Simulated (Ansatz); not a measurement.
# CH4O2Sn: the cost of one run

Method: UKS PBE0/def2-SVP, in Ansatz 0.2.0.

1 further run of the same task is left out (it didn't finish).

## (1) The starting structure

Bond lengths: O1–C2 1.286 Å, C2–O3 1.423 Å, O3–Sn4 1.906 Å, C2–H5 1.085 Å, Sn4–H6 1.790 Å, Sn4–H7 1.757 Å, Sn4–H8 1.773 Å. Angles: O1–C2–O3 122.7°, O1–C2–H5 117.8°, O3–C2–H5 119.5°, C2–O3–Sn4 122.1°, O3–Sn4–H6 111.0°, O3–Sn4–H7 111.8°, O3–Sn4–H8 109.6°, H6–Sn4–H7 108.2°, H6–Sn4–H8 107.1°, H7–Sn4–H8 109.0°.

Structure file:

```xyz
8

O     1.3500   -0.6946    1.4113
C     1.6117    0.2247    0.5513
O     0.6677    0.6598   -0.4203
Sn   -1.0930   -0.0639   -0.5171
H     2.6112    0.6461    0.5504
H    -2.0012    0.2573    0.9916
H    -1.0702   -1.7999   -0.7842
H    -1.9839    0.7134   -1.8388
```

## (2) Relaxing end A

Input file input.yaml:

```yaml
crystal:
  periodic: [false, false, false]
  atoms:
    - { symbol: O, position_ang: [1.35, -0.6946, 1.4113] }
    - { symbol: C, position_ang: [1.6117, 0.2247, 0.5513] }
    - { symbol: O, position_ang: [0.6677, 0.6598, -0.4203] }
    - { symbol: Sn, position_ang: [-1.093, -0.0639, -0.5171] }
    - { symbol: H, position_ang: [2.6112, 0.6461, 0.5504] }
    - { symbol: H, position_ang: [-2.0012, 0.2573, 0.9916] }
    - { symbol: H, position_ang: [-1.0702, -1.7999, -0.7842] }
    - { symbol: H, position_ang: [-1.9839, 0.7134, -1.8388] }
magnetization:
  spin_polarized: true
basis:
  gaussian: { orbitals: def2-SVP }
hamiltonian:
  xc: pbe0
relax:
  f_tol: 0.02
  max_steps: 50
output:
  orbitals: {}
```

Started as:

```sh
$ ansatz run input.yaml --threads 2 --pin off --max-ram 3072MiB --backend cpu --events-out ev --progress --plain --runs-dir out
```

**Question.** How long does this run take on 2 threads of Intel Xeon Platinum 8488C (Sapphire Rapids), shared host, and how much memory does it need?

About 27 s, with a peak of 0.27 GiB.
